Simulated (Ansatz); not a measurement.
# ZnCd3O: the cost of one run

Program: Ansatz 0.2.0. Level of theory: DFT PBE, scalar-relativistic, plane waves, PAW. These are calculated values, not measurements.

## 1. The structure to begin with

Symmetry: P4mm, No. 99, tetragonal system. Conventional cell: a = 4.132 Å, b = 4.132 Å, c = 5.317 Å, α = 90.00°, β = 90.00°, γ = 90.00°. Zn (site symmetry 4mm) is surrounded by 8 Cd at 3.00 to 3.27 Å and 4 O at 3.30 Å. Cd (site symmetry 2mm) has 2 O at 2.30 Å as nearest neighbours. Cd (site symmetry 4mm) is surrounded by 1 O at 2.19 Å. O (site symmetry 4mm) is surrounded by 5 Cd at 2.19 to 2.30 Å.

Coordinates:

```cif
data_structure
_symmetry_space_group_name_H-M 'P 1'
_symmetry_Int_Tables_number 1
_cell_length_a 4.1323
_cell_length_b 4.1323
_cell_length_c 5.3174
_cell_angle_alpha 90.000
_cell_angle_beta 90.000
_cell_angle_gamma 90.000
_cell_volume 90.80
loop_
_atom_site_label
_atom_site_type_symbol
_atom_site_fract_x
_atom_site_fract_y
_atom_site_fract_z
_atom_site_occupancy
Zn1 Zn 0.00000 0.00000 0.99211 1
Cd1 Cd 0.00000 0.50000 0.51472 1
Cd2 Cd 0.50000 0.50000 0.11585 1
Cd3 Cd 0.50000 0.00000 0.51472 1
O1 O 0.50000 0.50000 0.70450 1
```

Recipe of the guess: species swapped into a database cell of CeBPt3 (P4mm, No. 99), with Zn on the Ce sites, O on the B sites and Cd on the Pt sites. Its size is a rough estimate.

## 2. The guess as it stands, on a coarse mesh

input.yaml reads:

```yaml
crystal:
  lattice:
    - [4.13226125, 0.0, 0.0]
    - [0.0, 4.13226125, 0.0]
    - [0.0, 0.0, 5.3174407]
  atoms:
    - { symbol: Zn, position: [0.0, 0.0, 0.99211425] }
    - { symbol: Cd, position: [0.0, 0.5, 0.51471835] }
    - { symbol: Cd, position: [0.5, 0.5, 0.11585233] }
    - { symbol: Cd, position: [0.5, 0.0, 0.51471835] }
    - { symbol: O, position: [0.5, 0.5, 0.70449579] }
basis:
  ecutwfc: 420
kpoints:
  mp_grid: { grid: [4, 4, 4] }
hamiltonian:
  xc: pbe
scf:
  occupations: { method: gaussian, width: 0.1 }
  lower_state_search: "off"
output:
  forces: true
  stress: true
  eigenvalues: true
```

Run with:

```console
$ ansatz run input.yaml --threads 1 --pin off --max-ram 2560MiB --backend cpu --events-out ev --progress --plain --runs-dir out
```

Q: Estimate wall time and peak memory on 1 thread of Intel Xeon at 2.70GHz, shared host.

About 7.3 s, with a peak of 0.37 GiB.
